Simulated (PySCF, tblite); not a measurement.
**CH10ClPSi3: geometry, infrared bands and NMR shifts**

Wanted: the infrared bands and NMR shifts of CH10ClPSi3 (`[SiH3]C[SiH2]P[SiH2]Cl`), by calculation.

Programs: tblite 0.8.0 and PySCF 2.14.0, with density-fitted response routines of our own. Each step states its level of theory. These are calculated values for one molecule in the gas phase, unless marked as measured. Atoms count from 0, in the outputs and in this text.

### Step 1. The molecule as given

16 atoms, charge 0, multiplicity 1; geometry from: force field or distance geometry start.

Bonds of the start (Å): Si0–C1 1.88, C1–Si2 1.86, Si2–P3 2.14, P3–Si4 2.12, Si4–Cl5 2.09, Si0–H6 1.45, Si0–H7 1.47, Si0–H8 1.48, C1–H9 1.12, C1–H10 1.12, Si2–H11 1.46, Si2–H12 1.47, P3–H13 1.42, Si4–H14 1.48, Si4–H15 1.47.

### Step 2. Relaxing the molecule with GFN2-xTB

The job: settings as JSON, then the geometry in Å.

```
{"job": {"kind": "relax", "xc": "GFN2-xTB", "basis": "xTB"}, "charge": 0, "multiplicity": 1}
Si     2.660700     0.722900    -0.257300
C      1.456100    -0.310400     0.744500
Si     0.194000    -1.133100    -0.352900
P     -1.785600    -0.959500     0.441500
Si    -3.023900     0.676000    -0.093200
Cl    -2.042900     2.293300    -0.975100
H      3.225200    -0.020600    -1.370900
H      3.709700     1.220800     0.649700
H      1.889000     1.861400    -0.805800
H      0.887300     0.407100     1.382300
H      2.013300    -1.063100     1.365400
H      0.290700    -0.624100    -1.720300
H      0.576600    -2.553700    -0.421400
H     -2.269500    -1.958900     1.328100
H     -3.713700     1.198900     1.108100
H     -4.074500     0.252200    -1.034200
```

On the command line:

```sh
> OMP_NUM_THREADS=1 python probes_run.py task.json out
```

One launch serves the whole session: the jobs run in the order shown.

**Question.** This job is followed by: GFN2-xTB harmonic vibrations, gas phase; GIAO PBE0/pcSseg-1 NMR shielding, non-relativistic, gas phase. Predict these results of the whole session: strongest single infrared mode (GFN2-xTB); zero-point energy (GFN2-xTB); 13C shifts against TMS (PBE0/pcSseg-1); 1H shifts against TMS (PBE0/pcSseg-1, means over atoms taken as alike); 29Si shifts against TMS (PBE0/pcSseg-1); 31P shifts against H3PO4 (PBE0/pcSseg-1); 35Cl shifts against HCl (PBE0/pcSseg-1).

The runs gave:

| quantity | value |
| --- | --- |
| strongest single infrared mode (GFN2-xTB) | 802 cm⁻¹, 457 km/mol |
| zero-point energy (GFN2-xTB) | 59.4 kcal/mol |
| 13C shifts against TMS (PBE0/pcSseg-1) | -14.4 ppm |
| 1H shifts against TMS (PBE0/pcSseg-1, means over atoms taken as alike) | 5.74, 4.61, 3.99, 0.36, 0.21 ppm |
| 29Si shifts against TMS (PBE0/pcSseg-1) | -6.7, -42.3, -72.9 ppm |
| 31P shifts against H3PO4 (PBE0/pcSseg-1) | -301.2 ppm |
| 35Cl shifts against HCl (PBE0/pcSseg-1) | -61 ppm |

What this shows: Over 180 steps the energy fell by 1.163 eV; of the close pairs, Si2–P3 changed most, 2.140 to 2.249 Å. The lowest mode is imaginary (29i cm⁻¹), so the xTB geometry is not a minimum. The strongest single mode, at 802 cm⁻¹, is spread over several atoms, H12, H11, H8, H6 among them. Unscaled tight-binding wavenumbers are off by several per cent, some by more. Its intensities can rank the bands wrongly. At PBE0/pcSseg-1: The largest span, 172 ppm, is at P3, where the paramagnetic term is -350 ppm.
